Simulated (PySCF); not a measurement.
# C2H4BF3: the cost of one run

The runs use PySCF 2.14.0, with density-fitted response routines of our own; the level of theory stands in each step. All values are computed, except where a source is named. Atoms are numbered from 0 throughout.

## Step 1: The molecule as given

10 atoms, charge 0, multiplicity 1; geometry from: GFN2-xTB. The atoms were then displaced at random by about 0.01 Å, so the start is not that level's minimum.

Bonds of the start (Å): B0–C1 1.55, C1–C2 1.50, C2–F3 1.33, C2–F4 1.36, C2–F5 1.34, B0–H6 1.19, B0–H7 1.14, C1–H8 1.09, C1–H9 1.11.

## Step 2: Optimising the geometry at PBE0-D3(BJ)/def2-SVP

What the job is given:

```
{"job": {"xc": "PBE0", "basis": "def2-SVP", "d3": "d3bj", "grid": 1, "shake": 0.01, "kind": "geom"}, "charge": 0, "multiplicity": 1}
B     -1.466550     0.196570     0.026470
C      0.034870     0.572410     0.174120
C      0.976710    -0.549230    -0.152850
F      0.893260    -1.001680    -1.402730
F      2.284210    -0.180480    -0.034940
F      0.837810    -1.600690     0.664440
H     -2.255470     1.061320     0.234180
H     -1.809070    -0.842830    -0.295560
H      0.305320     1.427740    -0.444160
H      0.249350     0.895950     1.209980
```

Launch:

```sh
> OMP_NUM_THREADS=1 python probes_run.py task.json out
```

One launch serves the whole session: the jobs run in the order shown.

**Question.** How long does this first job take on 1 thread of AMD EPYC 9R45, shared host, and how much memory does it need?

About 23 s, with a peak of 0.44 GiB.
